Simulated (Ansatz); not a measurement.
# H2O2SSi: the cost of one run

Program: Ansatz 0.2.0. Level of theory: RKS r2SCANh/cc-pVDZ. These are calculated values, not measurements.

## Step 1: The structure to begin with

Bond lengths: O1–Si2 1.503 Å, Si2–O3 1.617 Å, O3–S4 1.668 Å, Si2–H5 1.441 Å, S4–H6 1.346 Å. Angles: O1–Si2–O3 128.8°, O1–Si2–H5 136.3°, O3–Si2–H5 94.9°, Si2–O3–S4 136.2°, O3–S4–H6 93.3°.

Coordinates:

```xyz
6

O    -1.6418    1.4897   -0.7879
Si   -0.2276    1.0037   -0.6387
O     0.3185   -0.2921    0.1592
S    -0.3553   -1.5217    1.0627
H     1.0734    1.4324   -1.0845
H     0.8329   -2.1120    1.2892
```

## Step 2: Relaxing end A

The input, input.yaml:

```yaml
crystal:
  periodic: [false, false, false]
  atoms:
    - { symbol: O, position_ang: [-1.6418, 1.48971, -0.78792] }
    - { symbol: Si, position_ang: [-0.22765, 1.0037, -0.63867] }
    - { symbol: O, position_ang: [0.31845, -0.29211, 0.15916] }
    - { symbol: S, position_ang: [-0.35526, -1.52167, 1.06273] }
    - { symbol: H, position_ang: [1.0734, 1.43237, -1.08454] }
    - { symbol: H, position_ang: [0.83287, -2.11201, 1.28924] }
basis:
  gaussian: { orbitals: cc-pVDZ }
hamiltonian:
  xc: r2scanh
relax:
  f_tol: 0.015
  max_steps: 40
output:
  orbitals: {}
```

Run with:

```console
ansatz run input.yaml --threads 1 --pin off --max-ram 2048MiB --backend cpu --events-out ev --progress --plain --runs-dir out
```

**Question.** How long does this run take on 1 thread of AMD EPYC 7R43 (Zen 3), shared host, and how much memory does it need?

About 62 s, with a peak of 0.17 GiB.
